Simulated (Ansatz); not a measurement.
# YTiSb2: the cost of one run

Method: DFT PBE, scalar-relativistic, plane waves, PAW, in Ansatz 0.2.0.

1 further run of the same task is left out (it didn't finish).

## (1) The starting structure

It takes space group P4/mmm (No. 123, tetragonal). The conventional cell has a = 3.797 Å, b = 3.797 Å, c = 4.560 Å, α = 90.00°, β = 90.00°, γ = 90.00°. Around Y (site symmetry 4/mmm) lie 2 Ti at 2.28 Å. Around Ti (site symmetry 4/mmm) lie 4 Sb at 1.90 Å. Sb (site symmetry mmm) has 2 Ti at 1.90 Å as nearest neighbours.

Structure file:

```
CELL_PARAMETERS angstrom
3.79724 0.00000 0.00000
0.00000 3.79724 0.00000
0.00000 0.00000 4.55973
ATOMIC_POSITIONS crystal
Y 0.00000 0.00000 0.00000
Ti 0.00000 0.00000 0.50000
Sb 0.00000 0.50000 0.50000
Sb 0.50000 0.00000 0.50000
```

Recipe of the guess: random cell by space group and Wyckoff sites (P4/mmm, No. 123). The dimensions are guesses.

## (2) The guess as it stands, on a coarse mesh

input.yaml

```yaml
crystal:
  lattice:
    - [3.79724073, 0.0, 0.0]
    - [0.0, 3.79724073, 0.0]
    - [0.0, 0.0, 4.55972848]
  atoms:
    - { symbol: "Y", position: [0.0, 0.0, 0.0] }
    - { symbol: Ti, position: [0.0, 0.0, 0.5] }
    - { symbol: Sb, position: [0.0, 0.5, 0.5] }
    - { symbol: Sb, position: [0.5, 0.0, 0.5] }
basis:
  ecutwfc: 420
kpoints:
  mp_grid: { grid: [4, 4, 4] }
hamiltonian:
  xc: pbe
scf:
  occupations: { method: gaussian, width: 0.1 }
  lower_state_search: "off"
output:
  forces: true
  stress: true
  eigenvalues: true
```

The run is started by

```
ansatz run input.yaml --threads 1 --pin off --max-ram 2048MiB --backend cpu --events-out ev --progress --plain --runs-dir out
```

What time and memory should one allow on 1 thread of Arm Neoverse V1, shared host?

About 2.8 s, with a peak of 0.36 GiB.
